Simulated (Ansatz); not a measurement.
Write a Python script for Ansatz 0.2.0 through its Python package that makes a table of relaxed lattice constants and trends of a series on the CsCl structure: LaBe, LaMg, CaLa, SrLa. Use (first run): LDA, PAW, cutoff 460 eV, Gaussian smearing of 0.1 eV.

Script `series_labe.py`:
```python
# -*- coding: utf-8 -*-
"""Element substitution on the CsCl prototype."""

import warnings

import ansatz as az
import numpy as np
import pandas as pd


def cscl(first, second, a):
    return (
        az.Lattice.cubic(a)
        .space_group(221)
        .atom(first, (0, 0, 0))
        .atom(second, (0.5, 0.5, 0.5))
    )


def ground_state(name, crystal, relax=True):
    calc = crystal.calculation()
    calc = calc.functional("LDA")
    calc = calc.basis(460).kpoints(spacing=0.33)
    calc = calc.occupations("gaussian", width=0.1).stress()
    calc = calc.band_table()
    if relax:
        calc = calc.relax(force_tolerance=0.02, max_steps=40, cell=True)
    return calc.run(threads=1)

def bulk_modulus(name, outcome, step=0.01):
    # B = -V dP/dV from the pressures of two uniformly scaled cells, atoms held at their fractions
    pressure = []
    for factor in (1 - step, 1.0, 1 + step):
        cell = az.Crystal(lattice=az.Lattice.of(outcome.lattice.cell_ang * factor ** (1 / 3)))
        for site in outcome.report["lattice"]["sites"]:
            cell = cell.atom(site["symbol"], site["position_frac"])
        pressure.append(np.trace(ground_state(name, cell, relax=False).report["stress_gpa"]) / 3)
    slope, bend = (pressure[0] - pressure[2]) / (2 * step), abs(pressure[0] + pressure[2] - 2 * pressure[1])
    # a jump of mesh or basis between the cells shows as a kink: no modulus then
    return float(slope) if bend < 12 * step**2 * abs(slope) + 0.15 and abs(pressure[1]) < 1.5 else float("nan")

def relaxed_twice(name, crystal):
    # the second pass draws mesh and plane waves anew for the relaxed cell
    first = ground_state(name, crystal)
    again = az.Crystal(lattice=az.Lattice.of(first.lattice.cell_ang))
    for site in first.report["lattice"]["sites"]:
        again = again.atom(site["symbol"], site["position_frac"])
    return ground_state(name, again)


def volume_per_atom(outcome):
    return abs(np.linalg.det(outcome.lattice.cell_ang)) / len(outcome.lattice.sites)


def main():
    # rough a for each member; the cell is relaxed
    warnings.simplefilter("ignore", az.DeckWarning)

    phases = {}
    phases["LaBe"] = cscl("La", "Be", 3.45)
    phases["LaMg"] = cscl("La", "Mg", 3.96)
    phases["CaLa"] = cscl("La", "Ca", 4.36)
    phases["SrLa"] = cscl("La", "Sr", 4.58)

    done = {}
    for name, crystal in phases.items():
        try:
            done[name] = relaxed_twice(name, crystal)
        except az.NonConvergedError as error:
            print(name, "did not converge:", str(error)[:120])

    rows = [(name, float(np.linalg.norm(o.lattice.cell_ang[0])), volume_per_atom(o), bulk_modulus(name, o)) for name, o in done.items()]
    print(pd.DataFrame(rows, columns=["compound", "a (A)", "V (A^3/atom)", "B (GPa)"]).round(4).to_string(index=False))


if __name__ == "__main__":
    main()
```

Running `python series_labe.py` prints:
```text
compound  a (A)  V (A^3/atom)  B (GPa)
    LaBe 3.5061       21.5506  54.6474
    LaMg 3.8552       28.6485  39.3739
    CaLa 4.1490       35.7120  27.4915
    SrLa 4.3008       39.7766  23.0387
```

From smallest to largest: LaBe (21.55 Å³), LaMg (28.65 Å³), CaLa (35.71 Å³) and SrLa (39.78 Å³). The largest is 85 % above the smallest.

The bulk modulus is taken at fixed shape and positions, an upper value where these are free. Pressure is positive in compression. The cells are built on a prototype by substitution; a member may or may not take this structure in nature. Timing: 47 s on 1 thread of Arm Neoverse V1 (shared host), peak memory 0.45 GiB.

(A comment or docstring line of the script was reworded after the run, the code is as it ran; lines on the test bed's own set-up are left out of the output.)
